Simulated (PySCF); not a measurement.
# B27H18N27 ((6,3) BN nanotube piece): the cost of one run

Programs: PySCF 2.14.0, with routines of our own; each step states its level. All values are computed. Atoms count from 0.

## 1. The system as given

72 atoms, charge 0, multiplicity 1; geometry from: GFN2-xTB.

## 2. Electronic excitations: TDA CAM-B3LYP/6-31G*

Job settings and geometry (Å):

```
{"job": {"kind": "uv", "basis": "6-31G*", "grid": 1, "kgrid": 0, "vcut": 1.5, "nstates": 5, "ntriplets": 2, "tda": true, "delta": ["ip_vertical"], "pop": false, "xc": "CAM-B3LYP"}, "charge": 0, "multiplicity": 1}
B      3.136934     0.468869    -1.506034
N      2.674627     1.804398    -1.789625
B      2.962211     0.906172     0.946865
N      2.308441     2.144131     0.667267
B      2.911079     1.412020     3.365549
N      2.123339     2.539089     3.065625
B      2.411348     2.296807    -3.116208
N      1.219461     3.013002    -3.349510
B      1.945969     2.414539    -0.696338
N      0.710333     3.083863    -0.954662
B      1.567957     2.734729     1.753201
N      0.234586     3.216040     1.504056
B      0.231831     3.129065    -2.306206
N     -1.168502     3.067013    -2.545610
B     -0.230325     3.113792     0.138549
N     -1.590324     2.764425    -0.145363
B     -0.749496     3.177079     2.560325
N     -1.975849     2.501816     2.306970
B     -1.974470     2.483055    -1.506282
N     -2.899853     1.414826    -1.789876
B     -2.265990     2.112867     0.946605
N     -3.011081     0.927583     0.666909
B     -2.678687     1.815549     3.365354
N     -3.260891     0.569782     3.065394
B     -3.194435     0.940525    -3.116379
N     -3.218543    -0.449737    -3.349652
B     -3.063702     0.478502    -0.696730
N     -3.024886    -0.926204    -0.954991
B     -3.151980    -0.008998     1.752942
N     -2.901722    -1.404313     1.503754
B     -2.824778    -1.363006    -2.306527
N     -2.070716    -2.544536    -2.545924
B     -2.580617    -1.755782     0.138252
N     -1.597881    -2.758655    -0.145676
B     -2.375980    -2.236978     2.560093
N     -1.178157    -2.961587     2.306635
B     -1.162170    -2.950713    -1.506557
N      0.225577    -3.218402    -1.790014
B     -0.696035    -3.018470     0.946348
N      0.703046    -3.071442     0.666883
B     -0.232654    -3.227625     3.365082
N      1.137390    -3.109143     3.065338
B      0.783796    -3.236509    -3.116487
N      2.000050    -2.562446    -3.349619
B      1.118388    -2.892461    -0.696735
N      2.315826    -2.156913    -0.954850
B      1.584571    -2.725443     1.753045
N      2.667808    -1.811021     1.503959
B      2.594170    -1.764946    -2.306325
N      3.240084    -0.520899    -2.545526
B      2.811512    -1.357120     0.138495
N      3.188534    -0.004580    -0.145177
B      3.125927    -0.939352     2.560318
N      3.153881     0.460337     2.307128
H      3.289736     1.216769     4.457584
H      1.787299     3.119691     3.816918
H      3.147472     2.080069    -4.008947
H      0.973158     3.270370    -4.292895
H     -1.496898     2.989711    -3.495400
H     -0.507188     3.582583     3.635179
H     -2.699356     2.241208     4.457363
H     -3.595653    -0.011686     3.816671
H     -3.375089     1.686292    -4.009008
H     -3.318245    -0.791656    -4.293034
H     -1.839567    -2.790330    -3.495667
H     -2.847971    -2.229688     3.635115
H     -0.591003    -3.458350     4.457083
H      1.808274    -3.108536     3.816634
H      0.228207    -3.765535    -4.009316
H      2.346114    -2.477765    -4.293000
H      3.337227    -0.197866    -3.495341
H      3.355998    -1.351955     3.635175
```

Method: TDA CAM-B3LYP/6-31G*, vertical, gas phase, core orbitals frozen in the response, virtual orbitals cut by energy.

Launch:

```sh
$ OMP_NUM_THREADS=8 python large_run.py task.json out
```

The driver reads the jobs from task.json and runs them one after another.

**Question.** How long does this first job take on 8 threads of Intel Xeon at 2.50GHz, shared host, and how much memory does it need?

About 14 min, with a peak of 7.4 GiB.
